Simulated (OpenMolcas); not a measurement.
# Mo⁵⁺ among point charges: CASSCF and CASPT2 levels, g values and susceptibility

How does a field of 2 point charges split the states of Mo⁵⁺, and what g values and χT follow?

Method: state-averaged CASSCF and CASPT2, spin-orbit coupling by RASSI with atomic mean-field integrals. Code: OpenMolcas 26.06.

## Step 1: The system

```
Species                           : Mo⁵⁺ (molybdenum, Z = 42, 37 electrons)
Basis                             : ANO-RCC-VDZP [6s5p3d1f], 43 functions
Scalar Hamiltonian                : DKH2, point nucleus
Inactive shells                   : 1s 2s 2p 3s 3p 3d 4s 4p
Active space                      : 1 electron in 5 orbitals (4d)
Some configurations of this space : 4d
Orbitals                          : optimised for each spin and parity, averaged over all roots
```

Outer shells as boxes (Hund's rule):

4d
```
4d [↑ ][  ][  ][  ][  ]
```

The ion sits among 2 point charges of -2 e arranged as a linear pair (D∞h), 1.99 Å from the ion.

Each step is its own input file, run in one work folder so that later steps find the files of earlier ones. Only the result sections of each output are shown. Labels, J, g values, rates, χT and fits are worked out afterwards by a script from the matrices that RASSI stores. The input lists half of the charges; inversion (Group=XYZ) makes the rest.

## Step 2: Basis and integrals

a.inp reads:

```
&GATEWAY
Coord
1

Mo 0.0 0.0 0.0
Basis=ANO-RCC-VDZP
Group=XYZ
NoMove
AngMom=0.0 0.0 0.0
AMFI
XField
1 Angstrom 0
0.000000 0.000000 1.990000 -2.000000
&SEWARD
```

## Step 3: CASSCF: doublets of even parity, 5 roots

a.inp reads:

```
&RASSCF
FileOrb=start.orb
Symmetry=1
Spin=2
nActEl=1 0 0
Inactive=9 9
Ras2=5 0
CIRoot=5 5 1
SDav=5
CIMx=300
Iter=120 100
PrWF=0.3
OrbListing=Nothing
MaxOrb=0
>>> COPY $Project.JobIph JOB001
```

start.orb holds the contracted functions of the basis, ordered by shell, or the orbitals of the step before.

## Step 4: RASSI: spin-orbit coupling between the states

a.inp reads:

```
&RASSI
NrOfJobIphs=1 5
1 2 3 4 5
IphNames
JOB001
EJob
SpinOrbit
DIPRint=1.0
SOCoupling=1000.0
Subsets=2
Property=9
'ANGMOM' 1 'ANGMOM' 2 'ANGMOM' 3 'MLTPL  1' 1 'MLTPL  1' 2 'MLTPL  1' 3
'AMFI' 1 'AMFI' 2 'AMFI' 3
SOProperty=3
'ANGMOM' 1 'ANGMOM' 2 'ANGMOM' 3
```

## Step 5: CASPT2: IPEA 0.25, imaginary shift 0.1 (closed shells correlated: 4s 4p)

a.inp reads:

```
>>> COPY JOB001 $Project.JobIph
&CASPT2
Multistate=5 1 2 3 4 5
NoMult
Frozen=8 6
IPEA=0.25
Imaginary=0.1
MaxIter=60
WThr=0.0 0.3 0.05
PrWF=0.5
NoMix
```

(Steps that only read results are left out.)

**Question.** What will these runs give? Wanted: spin-free ground state; first state of the same spin; lowest level; next level.

**Answer**, as computed:

```
                    quantity                                                                        value
                      method  SS-CASPT2, IPEA 0.25, imaginary shift 0.1 (closed shells correlated: 4s 4p)
      spin-free ground state                                           2Delta, 2-fold in its orbital part
first state of the same spin                                                            2Pi at 13200 cm⁻¹
                lowest level                                                 2-fold, g = 0.00, 0.00, 2.01
                  next level                                                                  2042.0 cm⁻¹
                 χT at 300 K                                                               0.18 cm³ K/mol
   effective moment at 300 K                                                                      1.19 μB
```

Cost by method:

| method | time of its own steps | time with the reference |
| --- | --- | --- |
| A. CASSCF | 1.2 s | 1.2 s |
| B. SS-CASPT2, IPEA 0.25, imaginary shift 0.1, +4s 4p | 0.36 s | 1.6 s |

Times are of one thread on a shared host.

In words: The spin-free ground state (2Delta) comes to 100 % from free-ion D terms and keeps the highest spin of the shell. χT at 300 K is 0.18, against 0.38 cm³ K/mol for the spin alone, so orbital moment lowers it. Point charges give too small a field for d ions at true ligand charges. This is an electrostatic model: the charges have no orbitals.
